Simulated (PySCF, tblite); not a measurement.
# C₃H₇F₃SSi: geometry, infrared bands and NMR shifts

Wanted: the infrared bands and NMR shifts of C₃H₇F₃SSi (`CCS[SiH2]C(F)(F)F`), by calculation.

The runs use tblite 0.8.0 and PySCF 2.14.0, with density-fitted response routines of our own; the level of theory stands in each step. All values are computed, except where a source is named. Atoms are numbered from 0 throughout.

**1. The starting structure**

15 atoms, charge 0, multiplicity 1; geometry from: force field or distance geometry start.

Bonds of the start (Å): C0–C1 1.49, C1–S2 1.81, S2–Si3 2.14, Si3–C4 1.88, C4–F5 1.39, C4–F6 1.38, C4–F7 1.38, C0–H8 1.12, C0–H9 1.11, C0–H10 1.10, C1–H11 1.13, C1–H12 1.10, Si3–H13 1.48, Si3–H14 1.46.

**2. Geometry optimisation with GFN2-xTB**

The job: settings as JSON, then the geometry in Å.

```
{"job": {"kind": "relax", "xc": "GFN2-xTB", "basis": "xTB"}, "charge": 0, "multiplicity": 1}
C     -2.191400     0.603500    -0.077700
C     -1.811200    -0.760300     0.377800
S     -0.093200    -0.915500     0.929300
Si     1.332700    -0.531700    -0.616000
C      2.652700     0.532400     0.192900
F      2.119700     1.125700     1.326500
F      3.088500     1.523500    -0.663600
F      3.685600    -0.283600     0.620400
H     -3.308200     0.716200    -0.103000
H     -1.881800     0.744200    -1.136300
H     -1.840600     1.422300     0.574600
H     -2.456600    -1.009700     1.271400
H     -2.105200    -1.489700    -0.386200
H      2.042100    -1.761900    -1.048500
H      0.762500     0.092800    -1.800500
```

Run with:

```sh
> OMP_NUM_THREADS=1 python probes_run.py task.json out
```

This one command runs all jobs of the session in turn.

**Question.** This job is followed by: GFN2-xTB harmonic vibrations, gas phase; GIAO PBE0/pcSseg-1 NMR shielding, non-relativistic, gas phase. What will the session give for the following? strongest single infrared mode (GFN2-xTB); zero-point energy (GFN2-xTB); ¹³C shifts against TMS (PBE0/pcSseg-1); ¹H shifts against TMS (PBE0/pcSseg-1, means over atoms taken as alike); ³³S shifts against CS2 (PBE0/pcSseg-1); ²⁹Si shifts against TMS (PBE0/pcSseg-1); ¹⁹F shifts against CFCl3 (PBE0/pcSseg-1, means over atoms taken as alike).

**Answer**, as computed:

| quantity | value |
| --- | --- |
| strongest single infrared mode (GFN2-xTB) | 720 cm⁻¹, 390 km/mol |
| zero-point energy (GFN2-xTB) | 60.5 kcal/mol |
| ¹³C shifts against TMS (PBE0/pcSseg-1) | 138.2, 28.3, 20.5 ppm |
| ¹H shifts against TMS (PBE0/pcSseg-1, means over atoms taken as alike) | 4.90, 2.62, 1.37 ppm |
| ³³S shifts against CS2 (PBE0/pcSseg-1) | -158 ppm |
| ²⁹Si shifts against TMS (PBE0/pcSseg-1) | -33.1 ppm |
| ¹⁹F shifts against CFCl3 (PBE0/pcSseg-1, means over atoms taken as alike) | -69.4 ppm |

In words: Relaxing lowered the energy by 0.599 eV in 133 steps; the close pair that moved most is Si3–C4, from 1.879 to 1.933 Å. No mode is imaginary among the 39: a minimum at this level. The strongest single mode, at 720 cm⁻¹, moves mainly H14 and H13. Unscaled tight-binding wavenumbers are off by several per cent, some by more. Its intensities can rank the bands wrongly. At PBE0/pcSseg-1: Shielding is most anisotropic at S2 (span 378 ppm, paramagnetic term -398 ppm).
